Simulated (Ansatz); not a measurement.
**Alloy of PbS and CaS (12 of 32 Pb sites exchanged), 64 atoms**

Aim: relax the alloy cell and compare the gap by PBEsol and HSE06.

Method: density functional theory in Ansatz 0.2.0, PAW datasets, plane waves.

### Step 1. The system as built

64 atoms (32 S, 20 Pb, 12 Ca); a = 11.597 Å, b = 11.597 Å, c = 11.597 Å, α = 90.00°, β = 90.00°, γ = 90.00°. All atoms were shaken off their sites by about 0.02 Å along each axis.

The runs, in order: (2) PBEsol cell relaxation at the single k point (¼, ¼, ¼), on 1 × NVIDIA GB200 with 8 threads of Arm Neoverse-V2; (3) HSE06 single point at the Γ point alone, on 1 × NVIDIA GB200 with 8 threads of Arm Neoverse-V2.

### Step 2. Relaxing cell and atoms with PBEsol

The input, in.yaml:

```yaml
crystal:
  lattice:
    - [11.597246, 0.000000, 0.000000]
    - [0.000000, 11.597246, 0.000000]
    - [0.000000, 0.000000, 11.597246]
  atoms:
    - { symbol: S, position: [0.252289, 0.996046, 0.999711] }
    - { symbol: S, position: [0.252371, 0.999779, 0.498565] }
    - { symbol: S, position: [0.250062, 0.499776, 0.998488] }
    - { symbol: S, position: [0.251908, 0.501649, 0.500502] }
    - { symbol: S, position: [0.750958, 0.001296, 0.999130] }
    - { symbol: S, position: [0.751462, 0.000425, 0.500461] }
    - { symbol: S, position: [0.756388, 0.501691, 0.999734] }
    - { symbol: S, position: [0.749195, 0.503229, 0.503831] }
    - { symbol: S, position: [0.003134, 0.252362, 0.000964] }
    - { symbol: S, position: [0.999659, 0.248235, 0.498352] }
    - { symbol: S, position: [0.996901, 0.750150, 0.996666] }
    - { symbol: S, position: [0.999138, 0.749108, 0.500811] }
    - { symbol: S, position: [0.499020, 0.248560, 0.002329] }
    - { symbol: S, position: [0.501878, 0.247085, 0.499407] }
    - { symbol: S, position: [0.501421, 0.748897, 0.004594] }
    - { symbol: S, position: [0.500186, 0.748294, 0.497130] }
    - { symbol: S, position: [0.998420, 0.002926, 0.248963] }
    - { symbol: S, position: [0.000743, 0.996582, 0.750948] }
    - { symbol: S, position: [0.998512, 0.501256, 0.248645] }
    - { symbol: S, position: [0.998435, 0.500281, 0.750387] }
    - { symbol: S, position: [0.498114, 0.999190, 0.248829] }
    - { symbol: S, position: [0.499379, 0.996683, 0.750984] }
    - { symbol: S, position: [0.501799, 0.502300, 0.249198] }
    - { symbol: S, position: [0.499028, 0.499345, 0.749992] }
    - { symbol: S, position: [0.248913, 0.250134, 0.250305] }
    - { symbol: S, position: [0.249754, 0.249247, 0.752176] }
    - { symbol: S, position: [0.249416, 0.752653, 0.248265] }
    - { symbol: S, position: [0.247015, 0.751091, 0.747513] }
    - { symbol: S, position: [0.748067, 0.252626, 0.250169] }
    - { symbol: S, position: [0.749096, 0.249610, 0.749899] }
    - { symbol: S, position: [0.749701, 0.751193, 0.250016] }
    - { symbol: S, position: [0.751109, 0.748199, 0.750787] }
    - { symbol: Pb, position: [0.998894, 0.995848, 0.000834] }
    - { symbol: Pb, position: [0.998682, 0.998116, 0.502387] }
    - { symbol: Pb, position: [0.997437, 0.499403, 0.999309] }
    - { symbol: Pb, position: [0.996300, 0.501980, 0.498712] }
    - { symbol: Pb, position: [0.499846, 0.002312, 0.999309] }
    - { symbol: Pb, position: [0.499158, 0.500818, 0.000644] }
    - { symbol: Pb, position: [0.250283, 0.251965, 0.500791] }
    - { symbol: Pb, position: [0.254201, 0.749966, 0.001210] }
    - { symbol: Pb, position: [0.750900, 0.246774, 0.001389] }
    - { symbol: Pb, position: [0.751421, 0.749288, 0.001917] }
    - { symbol: Pb, position: [0.251525, 0.000681, 0.250208] }
    - { symbol: Pb, position: [0.250926, 0.001686, 0.749512] }
    - { symbol: Pb, position: [0.248547, 0.499115, 0.253973] }
    - { symbol: Pb, position: [0.748035, 0.999206, 0.250140] }
    - { symbol: Pb, position: [0.749506, 0.501889, 0.247066] }
    - { symbol: Pb, position: [0.998387, 0.747070, 0.249507] }
    - { symbol: Pb, position: [0.499156, 0.252015, 0.249856] }
    - { symbol: Pb, position: [0.501145, 0.250143, 0.750099] }
    - { symbol: Pb, position: [0.501453, 0.750157, 0.249677] }
    - { symbol: Pb, position: [0.499039, 0.751907, 0.748659] }
    - { symbol: Ca, position: [0.496806, 0.004725, 0.501920] }
    - { symbol: Ca, position: [0.499756, 0.499825, 0.500638] }
    - { symbol: Ca, position: [0.249739, 0.249937, 0.001369] }
    - { symbol: Ca, position: [0.251541, 0.749028, 0.502832] }
    - { symbol: Ca, position: [0.752652, 0.247796, 0.502997] }
    - { symbol: Ca, position: [0.751934, 0.748177, 0.497775] }
    - { symbol: Ca, position: [0.249631, 0.498597, 0.752330] }
    - { symbol: Ca, position: [0.749329, 0.999867, 0.749193] }
    - { symbol: Ca, position: [0.750482, 0.501291, 0.750795] }
    - { symbol: Ca, position: [0.003754, 0.250790, 0.251883] }
    - { symbol: Ca, position: [0.996939, 0.247624, 0.752431] }
    - { symbol: Ca, position: [0.996714, 0.751549, 0.747504] }
  symmetry: { detect: false }
kpoints:
  mp_grid: { grid: [1, 1, 1], shift: [0.25, 0.25, 0.25] }
hamiltonian:
  xc: pbesol
scf:
  occupations: { method: fermi_dirac, width: 0.01 }
relax:
  f_tol: 0.03
  max_steps: 80
  escape_saddle: false
  adjacent_minimum: "off"
  cell: { fix: [shape] }
output:
  forces: true
  eigenvalues: true
  populations: true
```

Started as:

```
> ansatz run in.yaml --threads 8 --pin off --max-ram 118750MiB --runs-dir r --events-out ev --progress --plain --backend cuda --devices 0, --max-vram 170GiB
```

After this run come: Single point with HSE06.

What does the calculation give? Wanted: for each run, top filled to lowest empty.

As calculated:

| level | time | k points | top filled to lowest empty (eV) |
| --- | --- | --- | --- |
| PBEsol, relaxation | 5.5 s (GPU) | (¼, ¼, ¼) | 2.00 |
| HSE06 | 23 s (GPU) | Γ | 1.57 |

| quantity | value |
| --- | --- |
| relaxation | 5 recorded steps, 0.95 eV gained |
| largest shift | 0.15 Å (S29 and others alike) |
| relaxed cell | a = 11.626 Å, b = 11.626 Å, c = 11.626 Å, α = 90.00°, β = 90.00°, γ = 90.00° |
| mean bonds | Ca–S 2.859, Pb–S 2.926 Å |

The relaxation lowers the energy by 0.95 eV; the largest shift is 0.15 Å (S29 and others alike), while the volume changes by +0.8 %. The mean lengths of the listed bonds run from Ca–S 2.86 Å to Pb–S 2.93 Å. The relaxation ran on other k points, so part of any difference from the later rows can come from the mesh. No spin–orbit coupling is included; with elements this heavy it would shift the edges. With one k point the spacing samples only the states that fold onto it, so it can exceed the gap over the zone.
